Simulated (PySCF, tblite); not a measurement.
# C₅H₇BNO₂ radical: geometry, infrared bands and EPR parameters

What infrared bands and EPR parameters should C₅H₇BNO₂ radical (`C[CH]/C(=C\C#N)B(O)O`) show?

The runs use tblite 0.8.0 and PySCF 2.14.0, with density-fitted response routines of our own; the level of theory stands in each step. All values are computed, except where a source is named. Atoms count from 0, in the outputs and in this text.

## (1) The starting structure

16 atoms, charge 0, multiplicity 2; geometry from: force field or distance geometry start.

Bonds of the start (Å): C0–C1 1.54, C1–C2 1.50, C2–C3 1.34, C3–C4 1.44, C4–N5 1.15, C2–B6 1.59, B6–O7 1.46, B6–O8 1.46, C0–H9 1.11, C0–H10 1.12, C0–H11 1.10, C1–H12 1.10, C3–H13 1.08, O7–H14 0.99, O8–H15 1.00.

## (2) Optimising the geometry with GFN2-xTB

What the job is given:

```
{"job": {"kind": "relax", "xc": "GFN2-xTB", "basis": "xTB"}, "charge": 0, "multiplicity": 2}
C      1.345700    -1.480900    -0.024200
C      0.845000    -0.363200    -0.956100
C     -0.126000     0.535600    -0.252500
C      0.268100     1.684900     0.320700
C      1.645700     2.101200     0.325700
N      2.747500     2.443700     0.307200
B     -1.657000     0.122300    -0.205900
O     -2.095200    -1.112000    -0.839700
O     -2.636200     0.968400     0.465500
H      1.799500    -1.043500     0.889800
H      0.489900    -2.136900     0.272100
H      2.093000    -2.091400    -0.552600
H      0.418400    -0.790100    -1.871100
H     -0.437800     2.320300     0.830400
H     -2.042800    -1.796200    -0.132300
H     -2.665400     0.646800     1.411700
```

The run is started by

```console
OMP_NUM_THREADS=1 python probes_run.py task.json out
```

One launch serves the whole session: the jobs run in the order shown.

The program printed:

```text
step      E/eV     max force
  0    -719.59355    2.881
  1    -719.99791    1.925
  2    -720.19370    2.516
  3    -720.18593    4.859
  4    -720.30791    0.618
  5    -720.35037    0.487
  6    -720.40237    0.911
  7    -720.44203    0.934
  8    -720.52021    0.976
  9    -720.58040    0.728
 10    -720.67599    0.810
 11    -720.74618    1.183
 12    -720.68200    3.062
 13    -720.87748    0.724
 14    -720.93304    0.601
 15    -721.00119    1.828
 16    -721.08913    0.991
 17    -721.14090    0.783
 18    -721.22899    0.797
 19    -721.24615    0.338
 20    -721.26001    0.299
 21    -721.29173    0.498
 22    -721.30260    0.413
 23    -721.31760    0.340
 24    -721.33672    0.417
 25    -721.36444    0.717
 26    -721.39689    0.755
 27    -721.42959    0.458
 28    -721.46206    0.587
 29    -721.50068    0.954
 30    -721.54859    0.711
 31    -721.59494    0.557
 32    -721.63860    0.615
 33    -721.68716    1.133
 34    -721.75930    1.287
 35    -721.83080    0.790
 36    -721.88797    0.856
 37    -721.90995    0.725
 38    -721.94353    0.605
 39    -721.99397    0.582
 40    -722.01138    0.365
 41    -722.02495    0.271
 42    -722.03567    0.406
 43    -722.04314    0.372
 44    -722.04847    0.187
 45    -722.05237    0.171
 46    -722.05527    0.260
 47    -722.05867    0.218
 48    -722.06311    0.152
 49    -722.06769    0.216
 50    -722.06974    0.176
 51    -722.07296    0.117
 52    -722.07680    0.192
 53    -722.08122    0.297
 54    -722.08426    0.228
 55    -722.08596    0.074
 56    -722.08690    0.098
 57    -722.08787    0.143
 58    -722.08876    0.127
 59    -722.08937    0.069
 60    -722.08981    0.077
 61    -722.09023    0.097
 62    -722.09070    0.098
 63    -722.09107    0.052
 64    -722.09135    0.034
 65    -722.09160    0.072
 66    -722.09192    0.094
 67    -722.09230    0.082
 68    -722.09269    0.060
 69    -722.09303    0.050
 70    -722.09331    0.065
 71    -722.09358    0.056
 72    -722.09391    0.048
 73    -722.09433    0.057
 74    -722.09487    0.068
 75    -722.09541    0.061
 76    -722.09585    0.048
 77    -722.09622    0.054
 78    -722.09661    0.049
 79    -722.09702    0.057
 80    -722.09748    0.059
 81    -722.09805    0.063
 82    -722.09871    0.062
 83    -722.09927    0.043
 84    -722.09958    0.033
 85    -722.09973    0.042
 86    -722.09990    0.044
 87    -722.10010    0.042
 88    -722.10031    0.045
 89    -722.10050    0.066
 90    -722.10067    0.034
 91    -722.10082    0.030
 92    -722.10096    0.030
 93    -722.10108    0.028
 94    -722.10126    0.030
 95    -722.10157    0.042
 96    -722.10206    0.059
 97    -722.10261    0.056
 98    -722.10302    0.081
 99    -722.10329    0.044
100    -722.10352    0.038
101    -722.10380    0.034
102    -722.10409    0.039
103    -722.10432    0.039
104    -722.10452    0.042
105    -722.10477    0.044
106    -722.10515    0.037
107    -722.10565    0.034
108    -722.10596    0.068
109    -722.10616    0.039
110    -722.10625    0.035
111    -722.10631    0.027
112    -722.10637    0.023
113    -722.10657    0.054
114    -722.10683    0.070
115    -722.10719    0.076
116    -722.10754    0.047
117    -722.10787    0.041
118    -722.10830    0.093
119    -722.10896    0.148
120    -722.10995    0.190
121    -722.11060    0.203
122    -722.11051    0.245
123    -722.11257    0.059
124    -722.11308    0.048
125    -722.11375    0.074
126    -722.11399    0.059
127    -722.11448    0.027
128    -722.11490    0.049
129    -722.11525    0.076
130    -722.11551    0.081
131    -722.11576    0.050
132    -722.11587    0.037
133    -722.11595    0.034
134    -722.11604    0.023
135    -722.11614    0.031
136    -722.11623    0.034
137    -722.11637    0.027
138    -722.11654    0.026
139    -722.11674    0.030
140    -722.11690    0.032
141    -722.11689    0.044
142    -722.11708    0.022
143    -722.11716    0.024
144    -722.11752    0.030
145    -722.11767    0.031
146    -722.11785    0.032
147    -722.11792    0.015
148    -722.11797    0.012
149    -722.11800    0.018
150    -722.11805    0.027
151    -722.11811    0.043
152    -722.11819    0.040
153    -722.11827    0.027
154    -722.11834    0.027
155    -722.11839    0.025
156    -722.11846    0.025
157    -722.11852    0.018
158    -722.11861    0.025
159    -722.11872    0.033
160    -722.11885    0.043
161    -722.11901    0.056
162    -722.11917    0.033
163    -722.11928    0.024
164    -722.11938    0.022
165    -722.11951    0.019
166    -722.11963    0.019
167    -722.11976    0.021
168    -722.11988    0.023
169    -722.11999    0.019
170    -722.12005    0.019
171    -722.12010    0.019
172    -722.12012    0.011
173    -722.12013    0.007
```

It took 1.1 s on 1 thread of Arm Neoverse V1, shared host.

The steps of the relaxation: (not every step is listed) (the energy doesn't fall at every step)

| step | energy from step 0 (eV) | largest force (eV/Å) |
| --- | --- | --- |
| 0 | 0.0000 | 2.8806 |
| 1 | -0.4044 | 1.9248 |
| 2 | -0.6001 | 2.5164 |
| 3 | -0.5924 | 4.8593 |
| 4 | -0.7144 | 0.6185 |
| 5 | -0.7568 | 0.4873 |
| 6 | -0.8088 | 0.9105 |
| 7 | -0.8485 | 0.9335 |
| 8 | -0.9267 | 0.9760 |
| 24 | -1.7432 | 0.4166 |
| 40 | -2.4178 | 0.3648 |
| 56 | -2.4933 | 0.0981 |
| 72 | -2.5004 | 0.0475 |
| 88 | -2.5068 | 0.0453 |
| 104 | -2.5110 | 0.0424 |
| 120 | -2.5164 | 0.1901 |
| 136 | -2.5227 | 0.0337 |
| 152 | -2.5246 | 0.0402 |
| 168 | -2.5263 | 0.0228 |
| 169 | -2.5264 | 0.0188 |
| 170 | -2.5265 | 0.0194 |
| 171 | -2.5265 | 0.0194 |
| 172 | -2.5266 | 0.0107 |
| 173 | -2.5266 | 0.0073 |

Distances of close pairs at the start and the end, largest changes first:

| bond | before (Å) | after (Å) | change (Å) |
| --- | --- | --- | --- |
| C1–C2 | 1.499 | 1.376 | -0.122 |
| B6–O8 | 1.458 | 1.355 | -0.103 |
| B6–O7 | 1.455 | 1.355 | -0.100 |
| C2–C3 | 1.343 | 1.405 | +0.062 |
| C3–C4 | 1.439 | 1.379 | -0.060 |
| C0–C1 | 1.539 | 1.481 | -0.058 |
| O8–H15 | 1.000 | 0.958 | -0.042 |
| C0–H10 | 1.118 | 1.087 | -0.032 |

The next job starts from the end point, and lists it.

## (3) Infrared spectrum with GFN2-xTB

What the job is given:

```
{"job": {"kind": "ir", "xc": "GFN2-xTB", "basis": "xTB"}, "charge": 0, "multiplicity": 2}
C      1.949152    -1.131965    -0.272003
C      0.473840    -1.006176    -0.269608
C     -0.242253     0.129771     0.031362
C      0.342335     1.357727     0.385157
C      1.685850     1.647753     0.493400
N      2.794863     1.960996     0.602916
B     -1.825709     0.072530    -0.019904
O     -2.411111    -1.099218    -0.366622
O     -2.518343     1.196686     0.284134
H      2.359795    -0.877271     0.706626
H      2.256578    -2.140774    -0.533709
H      2.394402    -0.429696    -0.979059
H     -0.100018    -1.883435    -0.528962
H     -0.324148     2.181844     0.600014
H     -3.368371    -1.121332    -0.395992
H     -3.474461     1.151503     0.250841
```

The program printed:

```text
mode    cm-1     km/mol
  1      32.6      0.63
  2      81.5      0.73
  3     130.0      0.20
  4     132.9      0.21
  5     145.5      6.23
  6     182.0      7.81
  7     255.8      3.43
  8     338.0      8.26
  9     365.8     24.70
 10     380.9      7.96
 11     455.7      0.36
 12     470.1      4.26
 13     524.3      0.13
 14     556.1     37.33
 15     564.9     23.86
 16     604.3    389.68
 17     706.4     13.09
 18     747.1      0.02
 19     818.3      0.91
 20     917.8    254.89
 21     949.7     61.25
 22     990.6      3.27
 23    1004.4      4.17
 24    1046.1      5.65
 25    1108.3     17.27
 26    1169.6      8.06
 27    1260.9    259.62
 28    1263.6    353.37
 29    1283.6     24.14
 30    1383.7      6.16
 31    1408.1      6.31
 32    1453.1      6.49
 33    1464.0      5.42
 34    1497.8     74.02
 35    2259.0    162.31
 36    2972.7      6.48
 37    2996.6      2.81
 38    3047.0     20.83
 39    3065.2      2.12
 40    3087.7     11.24
 41    3603.9      3.41
 42    3608.2      4.84
```

Run time: 0.51 s. Hardware: 1 thread of Arm Neoverse V1, shared host.

The strongest bands and the atoms that carry them (share of the mass-weighted mode):

| cm⁻¹ | km/mol | atoms |
| --- | --- | --- |
| 556 | 37.3 | B6 20 %, O8 16 %, C4 15 %, O7 13 % |
| 604 | 389.7 | B6 38 %, H15 18 %, H14 17 %, O8 10 % |
| 918 | 254.9 | H15 46 %, H14 44 % |
| 950 | 61.2 | O7 26 %, O8 25 %, H14 17 %, H15 16 % |
| 1261 | 259.6 | B6 60 %, O8 14 % |
| 1264 | 353.4 | B6 65 %, O7 15 % |
| 1498 | 74.0 | C1 47 %, C2 32 % |
| 2259 | 162.3 | C4 61 %, N5 38 % |

## (4) g tensor and hyperfine couplings: B3LYP/pcH-1

The job, as its differences from that of step 3:

```diff
@@ -1,2 +1,2 @@
-{"job": {"kind": "ir", "xc": "GFN2-xTB", "basis": "xTB"}, "charge": 0, "multiplicity": 2}
+{"job": {"kind": "epr", "basis": "pcH-1"}, "charge": 0, "multiplicity": 2}
 C      1.949152    -1.131965    -0.272003
```

Level: UKS B3LYP, pcH-1 on B C H N O, non-relativistic, mean-field spin-orbit, GIAO.

The program printed:

```text
UKS, coarse grid
  cycle   1  E = -424.68631020  |g| = 7.30e-01
  cycle   2  E = -424.39094041  |g| = 1.15e+00
  cycle   3  E = -424.85807046  |g| = 2.42e-01
  cycle   4  E = -424.88126078  |g| = 8.45e-02
  cycle   5  E = -424.88429123  |g| = 2.16e-02
  cycle   6  E = -424.88455550  |g| = 6.03e-03
  cycle   7  E = -424.88460151  |g| = 4.07e-03
  cycle   8  E = -424.88462017  |g| = 2.26e-03
  cycle   9  E = -424.88462465  |g| = 9.85e-04
UKS, final grid
  cycle   1  E = -424.88458690  |g| = 1.61e-03
  cycle   2  E = -424.88458388  |g| = 3.07e-03
  cycle   3  E = -424.88458817  |g| = 3.87e-04
  cycle   4  E = -424.88458825  |g| = 1.45e-04
  cycle   5  E = -424.88458827  |g| = 1.03e-04
  cycle   6  E = -424.88458829  |g| = 2.35e-05
  cycle   7  E = -424.88458829  |g| = 6.63e-06
E = -424.88458829 Eh   <S^2> = 0.7801 (exact 0.7500)
g shifts (ppm)      1          2          3
  rmc          -160       -160       -160
  gc             -4         35         28
  oz_so          47        767       1209
  total        -118        642       1076
hyperfine (MHz)  atom isotope    a_iso     a_fc   dipolar eigenvalues
    0   13C     -17.20     -17.20     -1.17      0.29      0.87
    1   13C      45.35      45.35    -42.46    -40.74     83.20
    2   13C     -37.91     -37.91    -21.81      8.53     13.28
    3   13C      50.83      50.83    -47.37    -45.37     92.75
    4   13C     -42.26     -42.26    -14.72     -0.74     15.46
    5   14N       6.73       6.73    -13.30    -10.16     23.46
    6   11B       4.74       4.74     -1.36      0.28      1.08
    7   17O       0.07       0.07     -0.52     -0.00      0.52
    8   17O       0.70       0.70     -1.16     -0.66      1.82
    9    1H      58.49      58.49     -3.41     -0.46      3.88
   10    1H       1.06       1.06     -2.34     -2.19      4.53
   11    1H      60.37      60.37     -3.36     -0.54      3.90
   12    1H     -35.40     -35.40    -20.53     -0.70     21.23
   13    1H     -40.70     -40.70    -22.03     -0.84     22.87
   14    1H       0.19       0.19     -0.70     -0.54      1.23
   15    1H       0.46       0.46     -0.62     -0.22      0.84
```

Wall time 91 s (1 thread of Arm Neoverse V1, shared host); peak memory 0.98 GiB.

Principal g values 2.00220, 2.00296, 2.00340; g(iso) = 2.00285, against 2.00232 for a free electron.

Mean a(iso) over the nuclei that a row names, and the largest dipolar term of the row (other rows stand at the frozen geometry):

| nuclei | isotope | a(iso) (MHz) | a(iso) (G, at g = 2.0023) | largest dipolar term (MHz) |
| --- | --- | --- | --- | --- |
| C3 | 13C | 50.8 | 18.1 | 92.7 |
| C1 | 13C | 45.4 | 16.2 | 83.2 |
| C4 | 13C | -42.3 | -15.1 | 15.5 |
| H13 | 1H | -40.7 | -14.5 | 22.9 |
| H9, H10, H11 | 1H | 40.0 | 14.3 | 4.5 |
| C2 | 13C | -37.9 | -13.5 | -21.8 |
| H12 | 1H | -35.4 | -12.6 | 21.2 |
| C0 | 13C | -17.2 | -6.1 | -1.2 |
| N5 | 14N | 6.7 | 2.4 | 23.5 |
| B6 | 11B | 4.7 | 1.7 | -1.4 |
| O7, O8 | 17O | 0.4 | 0.1 | 1.8 |
| H14, H15 | 1H | 0.3 | 0.1 | 1.2 |

Mulliken spin populations:

C0 -0.04; C1 0.54; C2 -0.22; C3 0.60; C4 -0.15; N5 0.28; B6 0.00; O7 0.00; O8 0.00; H9 0.02; H10 0.00; H11 0.02; H12 -0.03; H13 -0.03; H14 0.00; H15 0.00

In first order the couplings over 0.8 MHz of 1H, 14N, 11B give 192 distinct lines over 79.8 G, if the averaged nuclei exchange fast.

Orbitals, density, ELF and potential are computed afterwards from the orbital file.

ELF in a plane through or near 14 of the atoms.

Ten even steps from ' ' (0.00) to '@' (1.00):
```
                                                        
                                                        
          ..::----::..                                  
        ..==####**==--..    --##==                      
        ==%%@@@@######==..==@@@@@@    ..                
        ++%%@@++##%%**++==##@@@@%%  --++--              
        --##%%%%**##++****..%%@@==..%%%%##==--::        
        ..==****####==%%--%%--==  --%%++##%%%%##..      
                  ..::::++@@%%++==--%%++##@@@@%%::      
                        --==++++@@..--##++**##**        
            ..==****====##%%==##@@--..--..              
            ..==++::==##..==**----++%%##++++--          
            ..++**--==##::**##..  ##==--@@@@%%##        
            ++@@@@@@**==%%@@@@==  %%%%##%%@@%%**        
          ::%%@@@@@@**  %%@@@@++  **##++::----          
            ##@@@@@@--  ==@@@@--  ::--..                
              --++--      ::::                          
                                                        
                                                        
                                                        
```
The map spans 12.3 Å across and 9.7 Å up, centred on the molecule. Atoms in the plane (x, y in Å): C0 (-2.0, -1.0), C1 (-0.6, -1.0), C2 (0.3, 0.1), C3 (-0.2, 1.4), C4 (-1.6, 1.8), N5 (-2.6, 2.3), B6 (1.8, -0.1), O7 (2.3, -1.3), O8 (2.6, 1.0), H10 (-2.4, -2.0), H12 (0.0, -2.0), H13 (0.5, 2.2), H14 (3.3, -1.4), H15 (3.6, 0.9).

On the surface of density 0.002 e/bohr³ the electrostatic potential runs, from the 1st to the 99th percentile, from -1.97 V near N5 to 3.28 V near H15.

The spin density lies nearest to C1, C3 about 27 % each; N5 17 %; C2 8 % (beta excess); C4 6 % (beta excess).

## (5) What came out

```
                                 quantity                 value
strongest single infrared mode (GFN2-xTB)  604 cm⁻¹, 390 km/mol
             zero-point energy (GFN2-xTB)         72.0 kcal/mol
                           g(iso) (B3LYP)               2.00285
                                     ⟨S²⟩    0.780 (exact 0.75)
       largest a(iso) (averaged by class)   13C on C3, 50.8 MHz
    surface potential, 1st and 99th percentile    -1.97 V and 3.28 V
```

What this shows: Over 173 steps the energy fell by 2.527 eV; of the close pairs, C1–C2 changed most, 1.499 to 1.376 Å. No mode is imaginary among the 42: a minimum at this level. The strongest single mode, at 604 cm⁻¹, moves mainly B6, H15 and H14. Unscaled tight-binding wavenumbers are off by several per cent, some by more. Its intensities can rank the bands wrongly. The largest spin populations lie on C3 (0.60 e), C1 (0.54 e). The isotropic g lies 0.5 ppt above the free-electron value.
